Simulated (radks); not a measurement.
**Fractional charge and spin in the 2p shell of silicon**

One table from this session's results is given with a row withheld; the runs are named, their logs left out.

Method: scalar-relativistic Kohn-Sham, r2SCAN, spin-polarised, spherical densities, finite nucleus. Code: radks (a radial shooting solver on a logarithmic mesh, Libxc functionals) version 1.

### The atom as given

- element: silicon (Z = 14)
- configuration: [He] 2s2 3s(up 0.5, down 0.5) 2p(up 3, down 3)
- nuclear rms radius: 3.1224 fm

A shell typed twice in an input gives spin up, then spin down.

Set-up of the first run:

Settings of this run:

```text
Z 14
configuration [He] 2s2 3s0.5 3s0.5 2p3 2p3
relativity scalar-relativistic
functional r2scan,r2scan
spin polarised
nucleus finite rms 3.1224 fm
c 137.035999084
```

Among the steps run: 2p: up 3, down 3.

One table of the session follows, with a row left open; its other results are not shown here.

It belongs to the step «2p: up 3, down 3». Sizes of the orbitals, from the radial functions (bohr):

| level | <r> | outermost maximum (interpolated) | 90 % within | nodes |
| --- | --- | --- | --- | --- |
| 1s | 0.1113 | 0.0726 | 0.199 | 0 |
| 2s | 0.5637 | 0.453 | 0.887 | 1 |
| 2p | 0.5330 | 0.388 | 0.893 | 0 |
| 3s | ? | ? | ? | ? |

Estimate the missing values for 3s.

As computed: <r>: 1.870; outermost maximum (interpolated): 1.65; 90 % within: 2.76; nodes: 2. In the column «<r>» it is the highest.
